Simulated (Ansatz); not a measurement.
**FGaGeH5N: geometry and vibrations**

Aim: relax FGaGeH5N from a cheap starting geometry, check the end point by its vibrations and derive ideal-gas thermochemistry, and look at its orbitals and charge.

The runs use Ansatz 0.2.0, Gaussian basis; RKS PBE0-D4/def2-TZVP.

Levels to be run: relaxation at PBE-D4/def2-SVP; relaxation at PBE0-D4/def2-TZVP; harmonic vibrations at the same level; a single point in def2-TZVPP for the fields.

## 1. The starting structure

SMILES `[NH2][Ga]([F])[GeH3]`, 9 atoms, charge 0, spin multiplicity 1.

Atoms are counted from 1 here; the program's logs count them from 0.

Bond lengths: N1–Ga2 1.899 Å, N1–H5 1.079 Å, N1–H6 1.069 Å, Ga2–F3 0.664 Å, Ga2–Ge4 2.063 Å, Ge4–H7 1.561 Å, Ge4–H8 1.546 Å, Ge4–H9 1.616 Å. Angles: Ga2–N1–H5 109.9°, Ga2–N1–H6 124.5°, H5–N1–H6 100.5°, N1–Ga2–F3 143.5°, N1–Ga2–Ge4 106.5°, F3–Ga2–Ge4 90.2°, Ga2–Ge4–H7 102.6°, Ga2–Ge4–H8 136.1°, Ga2–Ge4–H9 91.5°, H7–Ge4–H8 108.3°, H7–Ge4–H9 108.2°, H8–Ge4–H9 107.2°.

Coordinates:

```xyz
9

N     0.4834    1.5997   -0.7850
Ga    1.1844    0.2053    0.2963
F     1.6388   -0.2790    0.3146
Ge   -0.3220   -1.1883    0.5039
H    -0.2455    2.1666   -0.2270
H    -0.0471    1.4479   -1.7000
H    -0.9015   -1.2808   -0.9421
H    -0.4751   -2.5717    1.1771
H    -1.2270   -0.1460    1.3451
```

The start is a force-field geometry with small random shifts, so a cheaper pass at PBE-D4/def2-SVP comes first.

## 2. Geometry optimisation, PBE-D4/def2-SVP (cheap first pass)

Input file in.yaml:

```yaml
crystal:
  periodic: [false, false, false]
  atoms:
    - {symbol: N, position_ang: [0.483400, 1.599700, -0.785000]}
    - {symbol: Ga, position_ang: [1.184400, 0.205300, 0.296300]}
    - {symbol: F, position_ang: [1.638800, -0.279000, 0.314600]}
    - {symbol: Ge, position_ang: [-0.322000, -1.188300, 0.503900]}
    - {symbol: H, position_ang: [-0.245500, 2.166600, -0.227000]}
    - {symbol: H, position_ang: [-0.047100, 1.447900, -1.700000]}
    - {symbol: H, position_ang: [-0.901500, -1.280800, -0.942100]}
    - {symbol: H, position_ang: [-0.475100, -2.571700, 1.177100]}
    - {symbol: H, position_ang: [-1.227000, -0.146000, 1.345100]}
basis:
  gaussian: {orbitals: def2-SVP}
hamiltonian: {xc: pbe, dispersion: d4}
relax: {f_tol: 0.03, max_steps: 200}
```

Run with:

```console
$ ansatz run in.yaml --threads 4 --pin off --events-out ev --progress --plain --max-ram 10444MiB
```

The program printed, shortened:

```text
Functional definition: PBE
  name "PBE"
  cite "Perdew, Burke & Ernzerhof, Phys. Rev. Lett. 77, 3865 (1996) doi:10.1103/PhysRevLett.77.3865"
  parent pbe
[...]
1316 factors; their error is unknown
[...]
mean field -112901.84482348 eV, -4149.0662696437 hartree, gradient 1.4e-5 eV, S^2 0.000000; 0 other end points of the search recorded, 0 dependent functions left out
[...]
reference -112901.84486198 eV, -4149.0662710588 hartree; 42, 42 occupied and 75, 75 virtual orbitals, 1316 factors
relax step   1: F+E_penalty+E_count = -112902.04905903 eV  Δ(F+E_penalty+E_count) = +0.000e0 eV  max|allowed force component| = 9.173e2 eV/Å  Δτ_max = 0.0000 Å  (31 SCF iters, accepted)
[...]
relax step   8: F+E_penalty+E_count = -113147.74200240 eV  Δ(F+E_penalty+E_count) = -3.656e-1 eV  max|allowed force component| = 1.493e0 eV/Å  Δτ_max = 0.1948 Å  (28 SCF iters, accepted)
[...]
relax step  15: F+E_penalty+E_count = -113148.41932797 eV  Δ(F+E_penalty+E_count) = -5.335e-2 eV  max|allowed force component| = 3.737e-1 eV/Å  Δτ_max = 0.2000 Å  (28 SCF iters, accepted)
[...]
relax step  22: F+E_penalty+E_count = -113148.47382837 eV  Δ(F+E_penalty+E_count) = -1.319e-4 eV  max|allowed force component| = 1.404e-1 eV/Å  Δτ_max = 0.0560 Å  (28 SCF iters, accepted)
[...]
relax step  29: F+E_penalty+E_count = -113148.47626014 eV  Δ(F+E_penalty+E_count) = -2.192e-4 eV  max|allowed force component| = 3.838e-2 eV/Å  Δτ_max = 0.0237 Å  (29 SCF iters, accepted)
[...]
relax step  30: F+E_penalty+E_count = -113148.47638294 eV  Δ(F+E_penalty+E_count) = -1.228e-4 eV  max|allowed force component| = 2.963e-2 eV/Å  Δτ_max = 0.0189 Å  (29 SCF iters, accepted)
1316 factors; their error is unknown
mean field -113148.30746947 eV, -4158.1236048256 hartree, gradient 1.3e-5 eV, S^2 0.000000; 1 other end points of the search recorded, 0 dependent functions left out
[...]
reference -113148.30751226 eV, -4158.1236063983 hartree; 42, 42 occupied and 75, 75 virtual orbitals, 1316 factors
Total energy: -113148.47642573 eV, -4158.1298138538 hartree
Atom 0 at     0.538610     1.932210    -0.638756 Å, force     0.002541    -0.025338     0.004647 eV/Å
Atom 1 at     0.734395     0.157563    -0.291241 Å, force     0.017046     0.018008    -0.015785 eV/Å
Atom 2 at     2.368169    -0.398026    -0.741961 Å, force    -0.029630     0.011320     0.008357 eV/Å
Atom 3 at    -0.863424    -1.410409     0.636143 Å, force    -0.006098    -0.008548     0.005941 eV/Å
Atom 4 at    -0.309288     2.473673    -0.466423 Å, force     0.014523    -0.009417    -0.001999 eV/Å
Atom 5 at     1.289704     2.494524    -1.043378 Å, force    -0.006061     0.008586     0.001760 eV/Å
Atom 6 at    -1.247829    -2.480743    -0.418737 Å, force     0.004998     0.002726     0.005306 eV/Å
Atom 7 at    -0.262616    -2.135519     1.868089 Å, force    -0.005719     0.002269    -0.006458 eV/Å
Atom 8 at    -2.159322    -0.679573     1.079163 Å, force     0.008399     0.000394    -0.001769 eV/Å
Dipole moment:    -0.432704     0.344746     0.071320 e Å
```

Wall time 33 s (4 threads of Arm Neoverse V2, shared host).

The steps of the relaxation:

```tsv
step	energy from step 1 (eV)	largest force component (eV/Å)
1	0.0000	917.3146
2	-210.2343	127.1691
3	-225.8956	80.4400
4	-237.7666	39.0092
5	-243.3764	14.5926
6	-245.1933	2.0354
7	-245.3273	1.9777
8	-245.6929	1.4925
9	-245.9421	0.4331
10	-245.9745	1.1719
11	-246.0816	0.7845
12	-246.1693	0.5918
13	-246.2469	0.5830
14	-246.3169	0.5319
15	-246.3703	0.3737
16	-246.4103	0.2248
17	-246.4146	0.2101
18	-246.4233	0.0889
19	-246.4242	0.0440
20	-246.4241	0.1665
21	-246.4246	0.0130
22	-246.4248	0.1404
23	-246.4252	0.0411
24	-246.4254	0.0328
25	-246.4259	0.0436
26	-246.4262	0.0403
27	-246.4268	0.0362
28	-246.4270	0.0428
29	-246.4272	0.0384
30	-246.4273	0.0296
```

The force was under the threshold of 0.03 eV/Å already at step 21, but the program went on to step 30.

Close pairs (by a distance rule), those that changed most:

```tsv
bond	before (Å)	after (Å)	change (Å)
Ga2–F3	0.664	1.784	+1.119
Ga2–Ge4	2.063	2.423	+0.361
N1–Ga2	1.899	1.819	-0.080
Ge4–H9	1.616	1.552	-0.064
N1–H5	1.079	1.021	-0.058
N1–H6	1.069	1.022	-0.047
Ge4–H7	1.561	1.551	-0.009
Ge4–H8	1.546	1.551	+0.005
```

## 3. Optimising with PBE0-D4/def2-TZVP

Input file in.yaml:

```yaml
crystal:
  periodic: [false, false, false]
  atoms:
    - {symbol: N, position_ang: [0.538610, 1.932210, -0.638756]}
    - {symbol: Ga, position_ang: [0.734395, 0.157563, -0.291241]}
    - {symbol: F, position_ang: [2.368169, -0.398026, -0.741961]}
    - {symbol: Ge, position_ang: [-0.863424, -1.410409, 0.636143]}
    - {symbol: H, position_ang: [-0.309288, 2.473673, -0.466423]}
    - {symbol: H, position_ang: [1.289704, 2.494524, -1.043378]}
    - {symbol: H, position_ang: [-1.247829, -2.480743, -0.418737]}
    - {symbol: H, position_ang: [-0.262616, -2.135519, 1.868089]}
    - {symbol: H, position_ang: [-2.159322, -0.679573, 1.079163]}
basis:
  gaussian: {orbitals: def2-TZVP}
hamiltonian: {xc: pbe0, dispersion: d4}
relax: {f_tol: 0.005, max_steps: 150}
```

Launched as before.

The program printed, shortened:

```text
Functional definition: PBE0
  name "PBE0"
  cite "Adamo & Barone, J. Chem. Phys. 110, 6158 (1999) doi:10.1063/1.478522"
  cite "Perdew, Burke & Ernzerhof, Phys. Rev. Lett. 77, 3865 (1996) doi:10.1103/PhysRevLett.77.3865"
  parent pbe
[...]
1345 factors; their error is unknown
[...]
mean field -113170.15570677 eV, -4158.9265127373 hartree, gradient 6.1e-5 eV, S^2 0.000000; 0 other end points of the search recorded, 0 dependent functions left out
[...]
reference -113170.15574059 eV, -4158.9265139798 hartree; 42, 42 occupied and 146, 146 virtual orbitals, 1345 factors
relax step   1: F+E_penalty+E_count = -113170.30043308 eV  Δ(F+E_penalty+E_count) = +0.000e0 eV  max|allowed force component| = 5.861e-1 eV/Å  Δτ_max = 0.0000 Å  (28 SCF iters, accepted)
[...]
Total energy: -113170.32524804 eV, -4158.9327432638 hartree
Atom 0 at     0.548807     1.933127    -0.617231 Å, force    -0.002585    -0.000029     0.001336 eV/Å
Atom 1 at     0.714576     0.162071    -0.312195 Å, force     0.004938     0.000568    -0.001081 eV/Å
Atom 2 at     2.302922    -0.426286    -0.809840 Å, force    -0.004916     0.001397     0.001441 eV/Å
Atom 3 at    -0.862881    -1.407380     0.631595 Å, force    -0.001068    -0.001433     0.000014 eV/Å
Atom 4 at    -0.272467     2.473160    -0.408287 Å, force     0.001637    -0.001848    -0.000222 eV/Å
Atom 5 at     1.286264     2.486911    -1.019734 Å, force     0.001045     0.000049    -0.000862 eV/Å
Atom 6 at    -1.177334    -2.516450    -0.383270 Å, force     0.000148     0.000908     0.000968 eV/Å
Atom 7 at    -0.276519    -2.052436     1.896040 Å, force    -0.000130     0.000943    -0.001205 eV/Å
Atom 8 at    -2.174970    -0.699017     1.005821 Å, force     0.000933    -0.000556    -0.000390 eV/Å
Dipole moment:    -0.463222     0.296523     0.119661 e Å
```

Wall time 41 s (4 threads of Arm Neoverse V2, shared host); peak memory 0.56 GiB.

Relaxation path:

```tsv
step	energy from step 1 (eV)	largest force component (eV/Å)
1	0.0000	0.5861
2	-0.0220	0.1979
3	-0.0240	0.0521
4	-0.0241	0.0951
5	-0.0246	0.0138
6	-0.0246	0.0099
7	-0.0247	0.0097
8	-0.0247	0.0057
9	-0.0247	0.0061
10	-0.0247	0.0092
11	-0.0247	0.0177
12	-0.0248	0.0074
13	-0.0248	0.0068
14	-0.0248	0.0049
```

Distances of close pairs at the start and the end, largest changes first:

```tsv
bond	before (Å)	after (Å)	change (Å)
Ga2–F3	1.784	1.765	-0.018
N1–H5	1.021	1.005	-0.016
N1–H6	1.022	1.006	-0.016
Ge4–H7	1.551	1.536	-0.015
Ge4–H9	1.552	1.537	-0.015
Ge4–H8	1.551	1.536	-0.015
N1–Ga2	1.819	1.805	-0.014
Ga2–Ge4	2.423	2.417	-0.006
```

Mulliken charges of the relaxed molecule (report file):

```tsv
atom	value (e)
N1	-0.63
Ga2	0.67
F3	-0.41
Ge4	-0.21
H5	0.24
H6	0.25
H7	0.03
H8	0.03
H9	0.02
```

## 4. Force constants and modes

Input file in.yaml:

```yaml
crystal:
  periodic: [false, false, false]
  atoms:
    - {symbol: N, position_ang: [0.548807, 1.933127, -0.617231]}
    - {symbol: Ga, position_ang: [0.714576, 0.162071, -0.312195]}
    - {symbol: F, position_ang: [2.302922, -0.426286, -0.809840]}
    - {symbol: Ge, position_ang: [-0.862881, -1.407380, 0.631595]}
    - {symbol: H, position_ang: [-0.272467, 2.473160, -0.408287]}
    - {symbol: H, position_ang: [1.286264, 2.486911, -1.019734]}
    - {symbol: H, position_ang: [-1.177334, -2.516450, -0.383270]}
    - {symbol: H, position_ang: [-0.276519, -2.052436, 1.896040]}
    - {symbol: H, position_ang: [-2.174970, -0.699017, 1.005821]}
basis:
  gaussian: {orbitals: def2-TZVP}
hamiltonian: {xc: pbe0, dispersion: d4}
phonons: {temperatures: {t_min: 298.15, t_max: 900, t_step: 200}}
```

Launched as before.

The program printed, shortened:

```text
Functional definition: PBE0
  name "PBE0"
  cite "Adamo & Barone, J. Chem. Phys. 110, 6158 (1999) doi:10.1063/1.478522"
  cite "Perdew, Burke & Ernzerhof, Phys. Rev. Lett. 77, 3865 (1996) doi:10.1103/PhysRevLett.77.3865"
  parent pbe
[...]
1345 factors; their error is unknown
[...]
mean field -113170.17961348 eV, -4158.9273912925 hartree, gradient 6.2e-5 eV, S^2 0.000000; 0 other end points of the search recorded, 0 dependent functions left out
[...]
reference -113170.17964716 eV, -4158.9273925302 hartree; 42, 42 occupied and 146, 146 virtual orbitals, 1345 factors
[...]
1345 factors; their error is unknown
mean field -113170.17942458 eV, -4158.9273843506 hartree, gradient 1.1e-6 eV, S^2 0.000000; 0 other end points of the search recorded, 0 dependent functions left out
[...]
Atom 1 at     0.714576     0.162071    -0.312195 Å, force     0.004944     0.000543    -0.001044 eV/Å
Atom 2 at     2.302922    -0.426286    -0.809840 Å, force    -0.004933     0.001397     0.001434 eV/Å
Atom 3 at    -0.862881    -1.407380     0.631595 Å, force    -0.001046    -0.001421    -0.000007 eV/Å
Atom 4 at    -0.272467     2.473160    -0.408287 Å, force     0.001663    -0.001862    -0.000229 eV/Å
Atom 5 at     1.286264     2.486911    -1.019734 Å, force     0.001044     0.000036    -0.000859 eV/Å
Atom 6 at    -1.177334    -2.516450    -0.383270 Å, force     0.000145     0.000906     0.000969 eV/Å
Atom 7 at    -0.276519    -2.052436     1.896040 Å, force    -0.000131     0.000941    -0.001199 eV/Å
Atom 8 at    -2.174970    -0.699017     1.005821 Å, force     0.000923    -0.000564    -0.000388 eV/Å
Dipole moment:    -0.463223     0.296523     0.119662 e Å
Vibrations: 44.27 90.15 126.04 170.16 226.88 259.22 401.58 449.87 452.40 655.28 713.60 720.26 792.66 882.76 882.82 1551.54 2149.24 2159.20 2162.18 3616.43 3728.59 cm⁻¹, zero-point energy 1.378402 eV
```

Run time: 1.8 min. Hardware: 4 threads of Arm Neoverse V2, shared host; peak memory 0.56 GiB.

Motions are named by where the mode's potential energy lies. Wavenumbers, unscaled:

```tsv
mode	cm⁻¹	motion
1	44	torsion
2	90	bend
3	126	torsion
4	170	bend
5	227	torsion with out-of-plane bend
6	259	Ga–Ge stretch
7	402	torsion
8	450	bend with torsion
9	452	bend
10	655	Ga–F stretch
11	714	bend
12	720	Ga–N stretch
13	793	bend
14	883	bend with torsion
15	883	bend with torsion
16	1552	bend
17	2149	Ge–H stretch
18	2159	Ge–H stretch
19	2162	Ge–H stretch
20	3616	N–H stretch
21	3729	N–H stretch
```

From these modes and the moments of inertia (298.15 K, 1 bar, symmetry number 1):

```tsv
term	value
zero-point energy	31.8 kcal/mol
H(298) − E	37.5 kcal/mol
entropy, translation	173.6 J/(mol K)
entropy, rotation	117.0 J/(mol K)
entropy, vibration	90.9 J/(mol K)
entropy, total	381.5 J/(mol K)
```

## 5. Orbitals, density and potential

in.yaml: that of step 4 with these lines changed.

```diff
@@ -13,4 +13,4 @@
 basis:
-  gaussian: {orbitals: def2-TZVP}
+  gaussian: {orbitals: def2-TZVPP}
 hamiltonian: {xc: pbe0, dispersion: d4}
-phonons: {temperatures: {t_min: 298.15, t_max: 900, t_step: 200}}
+output: {orbitals: {seedname: orbitals}}
```

The command is unchanged.

The program printed:

```text
Functional definition: PBE0
  name "PBE0"
  cite "Adamo & Barone, J. Chem. Phys. 110, 6158 (1999) doi:10.1063/1.478522"
  cite "Perdew, Burke & Ernzerhof, Phys. Rev. Lett. 77, 3865 (1996) doi:10.1103/PhysRevLett.77.3865"
  parent pbe
  parameter a = 0.25
  parameter kappa = 0.804
  parameter beta = 0.06672455060314922
  exchange = (1 - a)*pbe_x(kappa = kappa, mu = beta*pi^2/3) + a*exact_x
  correlation = pbe_c(beta = beta)
1420 factors; their error is unknown
mean field evaluation 1: about -113160.2581 eV, gradient 7.6e1 eV
mean field evaluation 2: about -113129.7221 eV, gradient 1.3e2 eV
mean field evaluation 4: about -113169.6192 eV, gradient 1.0e1 eV
mean field evaluation 8: about -113169.7783 eV, gradient 3.7e-1 eV
mean field evaluation 16: about -113170.2486 eV, gradient 1.1e-4 eV
mean field -113170.24862660 eV, -4158.9299274779 hartree, gradient 2.3e-5 eV, S^2 0.000000; 0 other end points of the search recorded, 0 dependent functions left out
reference -113170.24866018 eV, -4158.9299287120 hartree; 42, 42 occupied and 186, 186 virtual orbitals, 1420 factors
Total energy: -113170.39426287 eV, -4158.9352795120 hartree
```

Wall time 2.7 s (4 threads of Arm Neoverse V2, shared host); peak memory 0.73 GiB.

The fields below are evaluated on a grid from the run's orbitals.

Frontier orbitals at PBE0-D4/def2-TZVPP, with the share of their density that lies nearest to each atom:

```tsv
orbital	energy (eV)	lies on
HOMO	-7.67	N1 70 %; H5, H6 about 10 % each; Ga2 8 %
LUMO	-0.92	Ga2 52 %; H7, H8 about 9 % each; Ge4 9 %
```

ELF in a plane through or near 7 of the atoms.

Values, 10 rows by 14 columns:
```
0.00 0.00 0.00 0.00 0.00 0.00 0.00 0.00 0.00 0.00 0.00 0.00 0.00 0.00
0.00 0.00 0.00 0.00 0.00 0.00 0.00 0.00 0.00 0.00 0.00 0.00 0.00 0.00
0.00 0.00 0.00 0.01 0.10 0.01 0.00 0.01 0.77 0.97 0.80 0.02 0.00 0.00
0.00 0.00 0.00 0.28 0.98 0.59 0.01 0.07 0.96 1.00 0.98 0.17 0.00 0.00
0.00 0.00 0.15 0.49 0.62 0.61 0.14 0.53 0.31 0.23 0.36 0.07 0.01 0.00
0.00 0.01 0.59 0.99 0.70 0.41 0.71 0.27 0.21 0.64 0.29 0.13 0.02 0.00
0.00 0.00 0.01 0.08 0.02 0.17 0.22 0.19 0.47 0.22 0.17 0.04 0.01 0.00
0.00 0.00 0.00 0.00 0.28 0.84 0.51 0.36 0.01 0.01 0.01 0.00 0.00 0.00
0.00 0.00 0.00 0.00 0.08 0.44 0.54 0.18 0.00 0.00 0.00 0.00 0.00 0.00
0.00 0.00 0.00 0.00 0.00 0.00 0.00 0.00 0.00 0.00 0.00 0.00 0.00 0.00
```
The map spans 11.2 Å across and 9.8 Å up, centred on the molecule. Atoms in the plane (x, y in Å): N1 (-2.1, 0.4), Ga2 (-0.5, -0.6), F3 (-0.9, -2.3), Ge4 (1.8, 0.1), H5 (-2.1, 1.4), H6 (-3.0, 0.0), H9 (1.9, 1.7).

log10 of the density (e/Å³) in the same plane.

Ten even steps from '0' (-4.0) to '9' (2.3):
```
0000000000000000000000000000
0000000000000000000000000000
0000000000000000000000000000
0000000011000001222221000000
0000001222110112333332100000
0000012344322223445543210000
0000123455432234556543211000
0001234566544344556654321000
0012345677654445566654322100
0012356677666655689854322100
0012346666678865678754322100
0002234445579865555554322100
0001123334566655444443321000
0000011245677644333332211000
0000001245788643222221100000
0000001235666543211100000000
0000000134455432100000000000
0000000012333221000000000000
0000000001111100000000000000
0000000000000000000000000000
```
The map spans 11.2 Å across and 9.8 Å up, centred on the molecule. Atoms in the plane (x, y in Å): N1 (-2.1, 0.4), Ga2 (-0.5, -0.6), F3 (-0.9, -2.3), Ge4 (1.8, 0.1), H5 (-2.1, 1.4), H6 (-3.0, 0.0), H9 (1.9, 1.7).

On the surface of density 0.002 e/bohr³ the electrostatic potential runs, from the 1st to the 99th percentile, from -1.63 V near F3 to 2.04 V near Ga2.

## 6. Summary of results

```
                  quantity            value
               point group               Cs
                     steps          30 + 14
shift from the start (rms)          1.070 Å
              total energy  -113170.3252 eV
           dispersion term         -146 meV
             dipole moment           2.70 D
lowest, highest wavenumber    44, 3729 cm⁻¹
         zero-point energy    31.8 kcal/mol
       entropy at 298.15 K  381.5 J/(mol K)
                HOMO, LUMO  -7.67, -0.92 eV
```

The relaxed geometry lies 1.07 Å (rms) from the start; the bond that changed most is Ga2–F3, from 0.664 to 1.765 Å. No mode is imaginary: a true minimum at this level. The stiffest mode, 3729 cm⁻¹, is an N–H stretch, and 4 modes under 200 cm⁻¹ make the vibrational entropy uncertain. Harmonic hybrid wavenumbers usually lie a few per cent above measured fundamentals. The largest Mulliken charge, +0.67 e, sits on Ga2. The HOMO lies mostly on N1 70 %; H5, H6 about 10 % each and the LUMO on Ga2 52 %; H7, H8 about 9 % each.
